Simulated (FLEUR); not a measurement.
# TiB2 (P6/mmm) in FLEUR: convergence with muffin-tin radii scaled

Aim: find how far muffin-tin radii scaled must go before the results for TiB2 settle, at PBE. This setting moves, with any that are tied to it; all else stays.

All numbers are computed with FLEUR MaX-R8.1 (later development tree); they aren't measurements. Logs are shortened: lines on timing, memory, paths and dates and some standing lists are left out, and cuts for length are marked.

## (1) The crystal as given

The structure is hexagonal, space group P6/mmm (No. 191). The conventional cell has a = 3.029 Å, b = 3.029 Å, c = 3.228 Å, α = 90.00°, β = 90.00°, γ = 120.00°. Ti (site symmetry 6/mmm) has 12 B at 2.38 Å as nearest neighbours. B (site symmetry -6m2) is surrounded by 3 B at 1.75 Å.

## (2) With muffin-tin radii scaled 0.75

inp.xml

```xml
<?xml version="1.0" encoding="UTF-8" standalone="no"?>
<fleurInput fleurInputVersion="0.39">
   <comment>
      TiB2                                                                                                
   </comment>
   <calculationSetup>
      <cutoffs Kmax="4.74" Gmax="14.7" GmaxXC="14.7" numbands="0"/>
      <scfLoop itmax="60" minDistance="0.00001" maxIterBroyd="15" imix="Anderson" alpha="0.05" precondParam="0.0" spinf="2.0" sdNocoIR="T"/>
      <coreElectrons ctail="T" frcor="F" kcrel="0" coretail_lmax="0"/>
      <xcFunctional name="pbe" relativisticCorrections="F"/>
      <magnetism jspins="1"/>
      <soc l_soc="F" theta="0.0" phi="0.0" spav="F"/>
      <expertModes spex="0" secvar="F"/>
      <geometryOptimization l_f="T" forcealpha="1.0" forcemix="BFGS" epsdisp="0.0005" epsforce="0.0002"/>
      <ldaU l_linMix="F" mixParam="0.05" spinf="1.0"/>
   </calculationSetup>
   <cell>
      <bzIntegration valenceElectrons="18.0" mode="hist" fermiSmearingEnergy="0.00183747">
         <kPointListSelection listName="default-1"/>
         <!-- k-points included here -->
         <xi:include xmlns:xi="http://www.w3.org/2001/XInclude" href="kpts.xml"> </xi:include>
      </bzIntegration>
      <!-- symmetry operations included here -->
      <xi:include xmlns:xi="http://www.w3.org/2001/XInclude" href="sym.xml"> </xi:include>
      <bulkLattice scale="1.0">
         <bravaisMatrix>
            <row-1>    5.7243583766383193     0.0000000000000000     0.0000000000000000</row-1>
            <row-2>   -2.8621791883191596     4.9574397744522232     0.0000000000000000</row-2>
            <row-3>    0.0000000000000000     0.0000000000000000     6.1007918206586398</row-3>
         </bravaisMatrix>
      </bulkLattice>
   </cell>
   <atomSpecies>
      <species name="Titanium (Ti)" element="Ti" atomicNumber="22">
         <mtSphere radius="1.958" gridPoints="873" logIncrement="0.014"/>
         <atomicCutoffs lmax="10" lnonsphr="10"/>
         <electronConfig flipSpins="F">
            <coreConfig>(1s1/2) (2s1/2) (2p1/2) (2p3/2)</coreConfig>
            <valenceConfig>(3s1/2) (3p1/2) (3p3/2) (4s1/2) (3d3/2) (3d5/2)</valenceConfig>
            <stateOccupation state="(3d3/2)" spinUp="0.400000" spinDown="0.400000"/>
            <stateOccupation state="(3d5/2)" spinUp="0.600000" spinDown="0.600000"/>
         </electronConfig>
         <energyParameters s="4" p="4" d="3" f="4"/>
         <lo type="SCLO" l="0" n="3" eDeriv="0"/>
         <lo type="SCLO" l="1" n="3" eDeriv="0"/>
         <lo type="SCLO" l="1" n="3" eDeriv="1"/>
         <lo type="SCLO" l="2" n="3" eDeriv="2"/>
         <lo type="SCLO" l="3" n="4" eDeriv="2"/>
      </species>
      <species name="Boron (B)" element="B" atomicNumber="5">
         <mtSphere radius="1.14" gridPoints="507" logIncrement="0.02"/>
         <atomicCutoffs lmax="8" lnonsphr="8"/>
         <electronConfig flipSpins="F">
            <coreConfig>(1s1/2)</coreConfig>
            <valenceConfig>(2s1/2) (2p1/2) (2p3/2)</valenceConfig>
            <stateOccupation state="(2p1/2)" spinUp="0.166667" spinDown="0.166667"/>
            <stateOccupation state="(2p3/2)" spinUp="0.333333" spinDown="0.333333"/>
         </electronConfig>
         <energyParameters s="2" p="2" d="3" f="4"/>
         <lo type="SCLO" l="0" n="2" eDeriv="2"/>
         <lo type="SCLO" l="1" n="2" eDeriv="2"/>
         <lo type="SCLO" l="2" n="3" eDeriv="2"/>
      </species>
   </atomSpecies>
   <atomGroups>
      <atomGroup species="Titanium (Ti)">
         <relPos label="                   1">.0000000000 .0000000000 .0000000000</relPos>
         <force calculate="T" relaxXYZ="TTT"/>
      </atomGroup>
      <atomGroup species="Boron (B)">
         <relPos label="                   2">-1.000/3.000 1.000/3.000 1.000/2.000</relPos>
         <relPos label="                   3">1.000/3.000 -1.000/3.000 1.000/2.000</relPos>
         <force calculate="T" relaxXYZ="TTT"/>
      </atomGroup>
   </atomGroups>
   <output dos="F" band="F" slice="F">
      <checks vchk="F" cdinf="F"/>
      <bandDOS minEnergy="-.5*Htr" maxEnergy="0.5*Htr" sigma="0.015" storeEVData="T"/>
      <vacuumDOS vacdos="F" integ="F" star="F" nstars="0" locx1="0.0" locy1="0.0" locx2="0.0" locy2="0.0" nstm="0" tworkf="0.0"/>
      <unfoldingBand unfoldBand="F" supercellX="1" supercellY="1" supercellZ="1"/>
      <plotting iplot="0" polar="F">
         <plot TwoD="T" vec1="  1.0  0.0  0.0" vec2="  0.0  1.0  0.0" vec3="  0.0  0.0  1.0" zero="  0.0  0.0  0.0" file="plot"/>
      </plotting>
      <chargeDensitySlicing numkpt="0" minEigenval="0.0" maxEigenval="0.0" nnne="0" pallst="F"/>
      <specialOutput eonly="F"/>
      <moessbauerParams electricFieldGradient="T" isomerShift="T" coreHyperfine="T" valenceHyperfine="T"/>
      <magneticCircularDichroism mcd="F" energyLo="-10.0" energyUp="0.0"/>
   </output>
  <!-- We include the file relax.xml here to enable relaxations (see documentation) -->
  <xi:include xmlns:xi="http://www.w3.org/2001/XInclude" href="relax.xml"> <xi:fallback/> </xi:include>
</fleurInput>
```

crystal.txt

```
TiB2
&input cartesian=F /
3.0292000000  0.0000000000  0.0000000000
-1.5146000000  2.6233641531  0.0000000000
0.0000000000  0.0000000000  3.2284000000
1.8897261246
1.0 1.0 1.0

3
22 0.0000000000  0.0000000000  0.0000000000
5 0.6666666667  0.3333333333  0.5000000000
5 0.3333333333  0.6666666667  0.5000000000

&kpt div1=8 div2=8 div3=6 gamma=T /
```

Potentials or basis: all-electron, FLAPW.

Started as:

```console
> inpgen -f crystal.txt -profile fastHighL
> # inp.xml edited to the form shown
> fleur_MPI
```

Wall time 5.4 s (1 thread of Intel Xeon Platinum 8259CL at 2.50GHz (Skylake/Cascade Lake), shared host); peak memory 0.06 GiB.

The calculation stopped without meeting its thresholds.

## (3) With muffin-tin radii scaled 0.8

inp.xml, as its differences from that of step 2:

```diff
@@ -34,3 +34,3 @@
       <species name="Titanium (Ti)" element="Ti" atomicNumber="22">
-         <mtSphere radius="1.958" gridPoints="873" logIncrement="0.014"/>
+         <mtSphere radius="2.088" gridPoints="873" logIncrement="0.014"/>
          <atomicCutoffs lmax="10" lnonsphr="10"/>
@@ -50,3 +50,3 @@
       <species name="Boron (B)" element="B" atomicNumber="5">
-         <mtSphere radius="1.14" gridPoints="507" logIncrement="0.02"/>
+         <mtSphere radius="1.216" gridPoints="507" logIncrement="0.02"/>
          <atomicCutoffs lmax="8" lnonsphr="8"/>
```

crystal.txt is that of step 2.

Potentials or basis: all-electron, FLAPW.

Started as:

```console
> inpgen -f crystal.txt -profile fastHighL
> # inp.xml edited to the form shown
> fleur_MPI
```

Wall time 3.2 min (1 thread of Intel Xeon Platinum 8259CL at 2.50GHz (Skylake/Cascade Lake), shared host); peak memory 0.08 GiB.

What came out:

```
Free energy                                           : -24589.1295 eV
Band gap on the k mesh                                : none (metal or under the smearing width)
Valence electrons inside the program's atomic spheres : Ti 9.80; B 0.77 (radii Ti 2.088, B 1.216 bohr)
```

## (4) With muffin-tin radii scaled 0.85

inp.xml, as its differences from that of step 3:

```diff
@@ -34,3 +34,3 @@
       <species name="Titanium (Ti)" element="Ti" atomicNumber="22">
-         <mtSphere radius="2.088" gridPoints="873" logIncrement="0.014"/>
+         <mtSphere radius="2.218" gridPoints="873" logIncrement="0.014"/>
          <atomicCutoffs lmax="10" lnonsphr="10"/>
@@ -50,3 +50,3 @@
       <species name="Boron (B)" element="B" atomicNumber="5">
-         <mtSphere radius="1.216" gridPoints="507" logIncrement="0.02"/>
+         <mtSphere radius="1.292" gridPoints="507" logIncrement="0.02"/>
          <atomicCutoffs lmax="8" lnonsphr="8"/>
```

crystal.txt is that of step 3.

Started as:

```console
> inpgen -f crystal.txt -profile fastHighL
> # inp.xml edited to the form shown
> fleur_MPI
```

Run time: 79 s. Hardware: 1 thread of Intel Xeon Platinum 8259CL at 2.50GHz (Skylake/Cascade Lake), shared host; peak memory 0.08 GiB.

Results:

| Property | Result |
| --- | --- |
| Free energy | -24589.1437 eV |
| Band gap on the k mesh | none (metal or under the smearing width) |
| Valence electrons inside the program's atomic spheres | Ti 10.13; B 0.92 (radii Ti 2.218, B 1.292 bohr) |

## (5) With muffin-tin radii scaled 0.9

inp.xml, as its differences from that of step 4:

```diff
@@ -34,3 +34,3 @@
       <species name="Titanium (Ti)" element="Ti" atomicNumber="22">
-         <mtSphere radius="2.218" gridPoints="873" logIncrement="0.014"/>
+         <mtSphere radius="2.349" gridPoints="873" logIncrement="0.014"/>
          <atomicCutoffs lmax="10" lnonsphr="10"/>
@@ -50,3 +50,3 @@
       <species name="Boron (B)" element="B" atomicNumber="5">
-         <mtSphere radius="1.292" gridPoints="507" logIncrement="0.02"/>
+         <mtSphere radius="1.368" gridPoints="507" logIncrement="0.02"/>
          <atomicCutoffs lmax="8" lnonsphr="8"/>
```

crystal.txt is that of step 4.

Started as:

```console
> inpgen -f crystal.txt -profile fastHighL
> # inp.xml edited to the form shown
> fleur_MPI
```

Run time: 79 s. Hardware: 1 thread of Intel Xeon Platinum 8259CL at 2.50GHz (Skylake/Cascade Lake), shared host; peak memory 0.08 GiB.

What came out:

```
Free energy                                           : -24589.1584 eV
Band gap on the k mesh                                : none (metal or under the smearing width)
Valence electrons inside the program's atomic spheres : Ti 10.48; B 1.08 (radii Ti 2.349, B 1.368 bohr)
```

## (6) With muffin-tin radii scaled 0.95

inp.xml, as its differences from that of step 5:

```diff
@@ -34,3 +34,3 @@
       <species name="Titanium (Ti)" element="Ti" atomicNumber="22">
-         <mtSphere radius="2.349" gridPoints="873" logIncrement="0.014"/>
+         <mtSphere radius="2.479" gridPoints="873" logIncrement="0.014"/>
          <atomicCutoffs lmax="10" lnonsphr="10"/>
@@ -50,3 +50,3 @@
       <species name="Boron (B)" element="B" atomicNumber="5">
-         <mtSphere radius="1.368" gridPoints="507" logIncrement="0.02"/>
+         <mtSphere radius="1.444" gridPoints="507" logIncrement="0.02"/>
          <atomicCutoffs lmax="8" lnonsphr="8"/>
```

crystal.txt is that of step 5.

Potentials or basis: all-electron, FLAPW.

Started as:

```console
> inpgen -f crystal.txt -profile fastHighL
> # inp.xml edited to the form shown
> fleur_MPI
```

Wall time 80 s (1 thread of Intel Xeon Platinum 8259CL at 2.50GHz (Skylake/Cascade Lake), shared host); peak memory 0.08 GiB.

Results:

| Item | Value |
| --- | --- |
| Free energy | -24589.1664 eV |
| Band gap on the k mesh | none (metal or under the smearing width) |
| Valence electrons inside the program's atomic spheres | Ti 10.87; B 1.25 (radii Ti 2.479, B 1.444 bohr) |

## (7) With muffin-tin radii scaled 1

inp.xml, as its differences from that of step 6:

```diff
@@ -34,3 +34,3 @@
       <species name="Titanium (Ti)" element="Ti" atomicNumber="22">
-         <mtSphere radius="2.479" gridPoints="873" logIncrement="0.014"/>
+         <mtSphere radius="2.61" gridPoints="873" logIncrement="0.014"/>
          <atomicCutoffs lmax="10" lnonsphr="10"/>
@@ -50,3 +50,3 @@
       <species name="Boron (B)" element="B" atomicNumber="5">
-         <mtSphere radius="1.444" gridPoints="507" logIncrement="0.02"/>
+         <mtSphere radius="1.52" gridPoints="507" logIncrement="0.02"/>
          <atomicCutoffs lmax="8" lnonsphr="8"/>
```

crystal.txt is that of step 6.

Potentials or basis: all-electron, FLAPW.

Started as:

```console
> inpgen -f crystal.txt -profile fastHighL
> # inp.xml edited to the form shown
> fleur_MPI
```

What it wrote:

```text
Welcome to FLEUR        (www.flapw.de)
      MaX-Release 8.1          (www.max-centre.eu)

 ========== k-point set info ==========
 Selected k-point list: default-1
 k-point list type: mesh
 8 x 8 x 6
 Number of k points: 40

 ------------Calculation Setup---------------------------
 Number of MPI-tasks      :            1
 Number of PE/node        :            1
 Number of OMP-threads    :            1
 Most efficient MPI parallelization for:
           1           2           4           5           8          10          20          40
 Additional eigenvalue parallelization possible
 Number of basis functions:          432
 Approximate size of matrices (H+S) per k-point:         0.003 GB
 --------------------------------------------------------
Nuclear radius smaller than smallest radial mesh point for atom type 2 -- skipping its core isomer shift
Nuclear radius smaller than smallest radial mesh point for atom type 2 -- skipping its isomer shift
 Iteration:     1   Distance:      20.36267443 me/bohr^3
Nuclear radius smaller than smallest radial mesh point for atom type 2 -- skipping its core isomer shift
Nuclear radius smaller than smallest radial mesh point for atom type 2 -- skipping its isomer shift
 Iteration:     2   Distance:      17.45815770 me/bohr^3
Nuclear radius smaller than smallest radial mesh point for atom type 2 -- skipping its core isomer shift
Nuclear radius smaller than smallest radial mesh point for atom type 2 -- skipping its isomer shift
 Iteration:     3   Distance:       7.71108005 me/bohr^3
Nuclear radius smaller than smallest radial mesh point for atom type 2 -- skipping its core isomer shift
Nuclear radius smaller than smallest radial mesh point for atom type 2 -- skipping its isomer shift
 Iteration:     4   Distance:       7.20539620 me/bohr^3
Nuclear radius smaller than smallest radial mesh point for atom type 2 -- skipping its core isomer shift
Nuclear radius smaller than smallest radial mesh point for atom type 2 -- skipping its isomer shift
 Iteration:     5   Distance:       1.39583060 me/bohr^3
Nuclear radius smaller than smallest radial mesh point for atom type 2 -- skipping its core isomer shift
Nuclear radius smaller than smallest radial mesh point for atom type 2 -- skipping its isomer shift
 Iteration:     6   Distance:       1.16113282 me/bohr^3
Nuclear radius smaller than smallest radial mesh point for atom type 2 -- skipping its core isomer shift
Nuclear radius smaller than smallest radial mesh point for atom type 2 -- skipping its isomer shift
 Iteration:     7   Distance:       0.17405157 me/bohr^3
Nuclear radius smaller than smallest radial mesh point for atom type 2 -- skipping its core isomer shift
Nuclear radius smaller than smallest radial mesh point for atom type 2 -- skipping its isomer shift
 Iteration:     8   Distance:       0.06256643 me/bohr^3
Nuclear radius smaller than smallest radial mesh point for atom type 2 -- skipping its core isomer shift
Nuclear radius smaller than smallest radial mesh point for atom type 2 -- skipping its isomer shift
 Iteration:     9   Distance:       0.01891229 me/bohr^3
Nuclear radius smaller than smallest radial mesh point for atom type 2 -- skipping its core isomer shift
Nuclear radius smaller than smallest radial mesh point for atom type 2 -- skipping its isomer shift
 Iteration:    10   Distance:       0.00641877 me/bohr^3
Nuclear radius smaller than smallest radial mesh point for atom type 2 -- skipping its core isomer shift
Nuclear radius smaller than smallest radial mesh point for atom type 2 -- skipping its isomer shift
 Iteration:    11   Distance:       0.00296179 me/bohr^3
Nuclear radius smaller than smallest radial mesh point for atom type 2 -- skipping its core isomer shift
Nuclear radius smaller than smallest radial mesh point for atom type 2 -- skipping its isomer shift
 Iteration:    12   Distance:       0.00039160 me/bohr^3
Nuclear radius smaller than smallest radial mesh point for atom type 2 -- skipping its core isomer shift
Nuclear radius smaller than smallest radial mesh point for atom type 2 -- skipping its isomer shift
 Iteration:    13   Distance:       0.00039934 me/bohr^3
Nuclear radius smaller than smallest radial mesh point for atom type 2 -- skipping its core isomer shift
Nuclear radius smaller than smallest radial mesh point for atom type 2 -- skipping its isomer shift
 Iteration:    14   Distance:       0.00001052 me/bohr^3
Nuclear radius smaller than smallest radial mesh point for atom type 2 -- skipping its core isomer shift
Nuclear radius smaller than smallest radial mesh point for atom type 2 -- skipping its isomer shift
 Iteration:    15   Distance:       0.00000856 me/bohr^3
Nuclear radius smaller than smallest radial mesh point for atom type 2 -- skipping its core isomer shift
Nuclear radius smaller than smallest radial mesh point for atom type 2 -- skipping its isomer shift

 ********************************************************************
 Run finished successfully
 Stop message:
   Structural relaxation: Done
 ********************************************************************
```

It took 71 s on 1 thread of Intel Xeon Platinum 8259CL at 2.50GHz (Skylake/Cascade Lake), shared host; peak memory 0.08 GiB.

Results:

```
Free energy                                           : -24589.1704 eV
Band gap on the k mesh                                : none (metal or under the smearing width)
Valence electrons inside the program's atomic spheres : Ti 11.31; B 1.43 (radii Ti 2.61, B 1.52 bohr)
```

## (8) The series at a glance

| muffin-tin radii scaled | energy less the tightest run, at zero smearing (meV/atom) | SCF cycles | CPU time (s) | peak memory (GiB) |
| --- | --- | --- | --- | --- |
| 0.75 | not converged | - | - | - |
| 0.8 | 13.63 | 43 | 190 | 0.08 |
| 0.85 | 8.90 | 18 | 79 | 0.08 |
| 0.9 | 4.00 | 18 | 79 | 0.08 |
| 0.95 | 1.32 | 18 | 80 | 0.08 |
| 1 | 0.00 | 16 | 71 | 0.08 |

Not settled before the last step: the energy (to 1 meV/atom). The tightest run that finished is the yardstick and may itself not be fully converged.
